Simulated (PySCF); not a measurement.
**Sc: excitation energy in aug-cc-pwCVTZ**

Wanted: the excitation energy of scandium, up a ladder of methods.

Program: PySCF 2.14.0. Level of theory: unrestricted determinants in a Gaussian basis, no spin-orbit coupling in the energies. These are calculated values, not measurements, unless marked.

## (1) Starting point

* Element: scandium (Z = 21)
* Basis: aug-cc-pwCVTZ (10s9p7d4f3g, 127 functions)
* Hamiltonian: no relativity, point nucleus
* State 1: Sc: [Ar] 3d3, high-spin 4F determinant (an excited configuration)
* Needed too, but not shown: Sc [Ar] 3d1 4s2 (2D)
* Methods: UHF, LDA, PBE, PBE0, r2SCAN, revPBE, PW91, M06-2X, MP2
* Core shells frozen in the correlated runs: valence: [Ar]; valence and next inner shell: [Ne]; all electrons: nothing (for Sc)

Outer shells as boxes (Hund's rule):

Sc [Ar] 3d3
```
[Ar] core
3d [↑ ][↑ ][↑ ][  ][  ]
```

One driver process ran all states and methods and kept the integrals in memory. Each run is shown as a PySCF script that sums up its settings (the driver passes frozen orbitals as a list and adds second-order terms of double hybrids); the logs are those of the runs themselves. The driver starts from symmetry-adapted Hartree-Fock orbitals, holds the occupation by maximum overlap and uses a logarithmic radial grid for functionals, so a plain start would take other cycles.

The integrals over 127 functions and the set-up took 7.1 s of CPU time.

## (2) Sc [Ar] 3d3, method by method

UHF:

File input.py:

```python
from pyscf import gto, scf, dft, mp, cc
import basis_set_exchange as bse
mol = gto.M(atom="Sc 0 0 0", charge=0, spin=3, symmetry="D2h",
            basis=gto.basis.parse(bse.get_basis("aug-cc-pwCVTZ", elements=["Sc"], fmt="nwchem")))
mf = scf.UHF(mol)
mf.irrep_nelec = {'Ag': (3, 3), 'B1g': (1, 0), 'B2g': (1, 0), 'B3g': (1, 0), 'B1u': (2, 2), 'B2u': (2, 2), 'B3u': (2, 2)}
mf.kernel()
```

LDA:

Changes to input.py:

```diff
@@ -4,3 +4,3 @@
             basis=gto.basis.parse(bse.get_basis("aug-cc-pwCVTZ", elements=["Sc"], fmt="nwchem")))
-mf = scf.UHF(mol)
+mf = dft.UKS(mol, xc="LDA,VWN")
 mf.irrep_nelec = {'Ag': (3, 3), 'B1g': (1, 0), 'B2g': (1, 0), 'B3g': (1, 0), 'B1u': (2, 2), 'B2u': (2, 2), 'B3u': (2, 2)}
```

PBE:

Changes to input.py:

```diff
@@ -4,3 +4,3 @@
             basis=gto.basis.parse(bse.get_basis("aug-cc-pwCVTZ", elements=["Sc"], fmt="nwchem")))
-mf = dft.UKS(mol, xc="LDA,VWN")
+mf = dft.UKS(mol, xc="PBE")
 mf.irrep_nelec = {'Ag': (3, 3), 'B1g': (1, 0), 'B2g': (1, 0), 'B3g': (1, 0), 'B1u': (2, 2), 'B2u': (2, 2), 'B3u': (2, 2)}
```

PBE0:

Changes to input.py:

```diff
@@ -4,3 +4,3 @@
             basis=gto.basis.parse(bse.get_basis("aug-cc-pwCVTZ", elements=["Sc"], fmt="nwchem")))
-mf = dft.UKS(mol, xc="PBE")
+mf = dft.UKS(mol, xc="PBE0")
 mf.irrep_nelec = {'Ag': (3, 3), 'B1g': (1, 0), 'B2g': (1, 0), 'B3g': (1, 0), 'B1u': (2, 2), 'B2u': (2, 2), 'B3u': (2, 2)}
```

r2SCAN:

Changes to input.py:

```diff
@@ -4,3 +4,3 @@
             basis=gto.basis.parse(bse.get_basis("aug-cc-pwCVTZ", elements=["Sc"], fmt="nwchem")))
-mf = dft.UKS(mol, xc="PBE0")
+mf = dft.UKS(mol, xc="R2SCAN")
 mf.irrep_nelec = {'Ag': (3, 3), 'B1g': (1, 0), 'B2g': (1, 0), 'B3g': (1, 0), 'B1u': (2, 2), 'B2u': (2, 2), 'B3u': (2, 2)}
```

revPBE:

Changes to input.py:

```diff
@@ -4,3 +4,3 @@
             basis=gto.basis.parse(bse.get_basis("aug-cc-pwCVTZ", elements=["Sc"], fmt="nwchem")))
-mf = dft.UKS(mol, xc="R2SCAN")
+mf = dft.UKS(mol, xc="PBE_R,PBE")
 mf.irrep_nelec = {'Ag': (3, 3), 'B1g': (1, 0), 'B2g': (1, 0), 'B3g': (1, 0), 'B1u': (2, 2), 'B2u': (2, 2), 'B3u': (2, 2)}
```

PW91:

Changes to input.py:

```diff
@@ -4,3 +4,3 @@
             basis=gto.basis.parse(bse.get_basis("aug-cc-pwCVTZ", elements=["Sc"], fmt="nwchem")))
-mf = dft.UKS(mol, xc="PBE_R,PBE")
+mf = dft.UKS(mol, xc="PW91,PW91")
 mf.irrep_nelec = {'Ag': (3, 3), 'B1g': (1, 0), 'B2g': (1, 0), 'B3g': (1, 0), 'B1u': (2, 2), 'B2u': (2, 2), 'B3u': (2, 2)}
```

M06-2X:

Changes to input.py:

```diff
@@ -4,3 +4,3 @@
             basis=gto.basis.parse(bse.get_basis("aug-cc-pwCVTZ", elements=["Sc"], fmt="nwchem")))
-mf = dft.UKS(mol, xc="PW91,PW91")
+mf = dft.UKS(mol, xc="M062X")
 mf.irrep_nelec = {'Ag': (3, 3), 'B1g': (1, 0), 'B2g': (1, 0), 'B3g': (1, 0), 'B1u': (2, 2), 'B2u': (2, 2), 'B3u': (2, 2)}
```

MP2 (valence):

Changes to input.py:

```diff
@@ -4,4 +4,5 @@
             basis=gto.basis.parse(bse.get_basis("aug-cc-pwCVTZ", elements=["Sc"], fmt="nwchem")))
-mf = dft.UKS(mol, xc="M062X")
+mf = scf.UHF(mol)
 mf.irrep_nelec = {'Ag': (3, 3), 'B1g': (1, 0), 'B2g': (1, 0), 'B3g': (1, 0), 'B1u': (2, 2), 'B2u': (2, 2), 'B3u': (2, 2)}
 mf.kernel()
+mp.UMP2(mf, frozen=9).kernel()
```

## (3) Sc [Ar] 3d3, continued

MP2 (valence and next inner shell):

input.py, as its differences from that of step 2:

```diff
@@ -7,2 +7,2 @@
 mf.kernel()
-mp.UMP2(mf, frozen=9).kernel()
+mp.UMP2(mf, frozen=5).kernel()
```

MP2 (all electrons):

Changes to input.py:

```diff
@@ -7,2 +7,2 @@
 mf.kernel()
-mp.UMP2(mf, frozen=5).kernel()
+mp.UMP2(mf, frozen=0).kernel()
```

What does the calculation give?

The runs gave:

```
                        quantity                                    value
excitation energy, Sc → [Ar] 3d3  UHF 4.499, MP2 (all electrons) 3.987 eV
```

In words: The methods span 2.313 eV, from revPBE (2.810) to SCS-MP2 (valence) (5.123). No reference value is at hand in this session. All values hold for this basis alone; no basis-set limit was taken.
